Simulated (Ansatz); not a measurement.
# CH5GeNZn: a ladder of functionals and wavefunction methods

Aim: compute CH5GeNZn with functionals from several rungs and with coupled cluster. The yardstick is the atomisation energy at the CCSD(T) limit.

Method: functionals in def2-TZVPP, the program's frozen cores in correlated methods; program: Ansatz 0.2.0, Gaussian basis.

The runs, in order: LDA (SPW92), PBE-D4, revPBE-D4, BLYP-D4, r2SCAN-D4, B97M-V, PBE0-D4, B3LYP-D4, r2SCANh-D4, r2SCAN0-D4, HSE06-D4, BHLYP-D4, CAM-B3LYP-D4, LC-ωPBE, ωB97X-V, ωB97M-V, B2PLYP, PBE-QIDH; CCSD(T)/def2-SVP; CCSD(T)/def2-TZVPP; MP2/def2-QZVPP; extrapolation to the limit; RPA on PBE.

### Step 1. The relaxed structure

All runs share one geometry, relaxed beforehand with PBE0-D4 in a triple-zeta def2 set.

9 atoms, charge 0, spin multiplicity 1.

Atoms are counted from 1 here; the program's logs count them from 0.

Bond lengths: Ge1–C2 1.971 Å, Ge1–H5 1.536 Å, Ge1–H6 1.536 Å, Ge1–H7 1.538 Å, C2–N3 1.265 Å, C2–H8 1.098 Å, N3–H9 1.022 Å. Angles: C2–Ge1–H5 110.0°, C2–Ge1–H6 109.9°, C2–Ge1–H7 106.9°, H5–Ge1–H6 109.0°, H5–Ge1–H7 110.5°, H6–Ge1–H7 110.4°, Ge1–C2–N3 126.2°, Ge1–C2–H8 117.8°, N3–C2–H8 116.0°, C2–N3–H9 112.5°.

### Step 2. LDA

This LDA is Slater exchange with PW92 correlation.

Contents of in.yaml:

```yaml
crystal:
  periodic: [false, false, false]
  atoms:
    - {symbol: Ge, position_ang: [0.483992, 1.417038, -0.124742]}
    - {symbol: C, position_ang: [-0.375415, -0.343085, 0.095251]}
    - {symbol: N, position_ang: [0.182417, -1.469109, -0.045658]}
    - {symbol: Zn, position_ang: [-2.063806, -3.475738, 0.535649]}
    - {symbol: H, position_ang: [-0.232816, 2.218678, -1.221859]}
    - {symbol: H, position_ang: [0.416754, 2.201578, 1.194409]}
    - {symbol: H, position_ang: [1.947001, 1.155325, -0.519023]}
    - {symbol: H, position_ang: [-1.438974, -0.363291, 0.366704]}
    - {symbol: H, position_ang: [1.169246, -1.387795, -0.297832]}
basis:
  gaussian: {orbitals: def2-TZVPP}
hamiltonian: {xc: lda}
output: {orbitals: {seedname: orbitals}}
```

Further steps of the session: PBE-D4 (GGA); revPBE-D4 (GGA); BLYP-D4 (GGA); r2SCAN-D4 (meta-GGA); B97M-V (meta-GGA); PBE0-D4 (hybrid); B3LYP-D4 (hybrid); r2SCANh-D4 (hybrid); r2SCAN0-D4 (hybrid); HSE06-D4 (hybrid); BHLYP-D4 (hybrid); CAM-B3LYP-D4 (range-separated); LC-ωPBE (range-separated); ωB97X-V (range-separated); ωB97M-V (range-separated); B2PLYP (double hybrid); PBE-QIDH (double hybrid); CCSD(T) in def2-SVP; CCSD(T) in def2-TZVPP; MP2 in def2-QZVPP; RPA on PBE orbitals.

**Question.** What will the summary of the whole plan be? Wanted: atomisation energy, CCSD(T)/CBS; farthest beyond LDA; mean size of error, GGA; mean size of error, meta-GGA; mean size of error, hybrid; mean size of error, range-separated; mean size of error, double hybrid; gap, smallest and largest; T1 diagnostic.

As calculated:

| quantity | value |
| --- | --- |
| atomisation energy, CCSD(T)/CBS | 2592.5 kJ/mol |
| functionals within 25.9 kJ/mol (1.0 %) | revPBE-D4, BLYP-D4, r2SCAN-D4, B97M-V, PBE0-D4, B3LYP-D4, HSE06-D4, CAM-B3LYP-D4, ωB97X-V, ωB97M-V |
| farthest beyond LDA | BHLYP-D4 (-81.0 kJ/mol) |
| mean size of error, GGA | 23.8 kJ/mol |
| mean size of error, meta-GGA | 11.9 kJ/mol |
| mean size of error, hybrid | 32.8 kJ/mol |
| mean size of error, range-separated | 14.6 kJ/mol |
| mean size of error, double hybrid | 37.3 kJ/mol |
| gap, smallest and largest | 2.89 eV (LDA (SPW92)), 9.46 eV (LC-ωPBE) |
| T1 diagnostic | 0.0145 |
| triples share of the correlation energy | 3.6 % |

**Reading.** The LDA atomisation energy is off by 384.2 kJ/mol (15 %): it overbinds. PBE-D4 misses by +46.7 kJ/mol. Double hybrids carry the basis error of their MP2 part in triple zeta, and no dispersion term here, so their miss is partly the set-up's. The rungs meta-GGA, range-separated, GGA miss on average by less than the doubt on the reference (25.9 kJ/mol), so they tie. Misses under about 25.9 kJ/mol are within the doubt on the reference itself, which lacks core-valence correlation, relativity and higher excitations, and its outer-core shells are covered unevenly. Hartree-Fock recovers 68 % of the binding; the rest is correlation. CCSD(T) in def2-SVP is off by -164.0 kJ/mol, more than most functionals: a good method in a small basis is no reference. The gap grows from 2.9 to 9.5 eV across the functionals, mostly with the share of exact exchange. For Zn the d shell is correlated and the shells below it are frozen. Correlated methods include outer-core shells of Ge, which these sets cover unevenly.
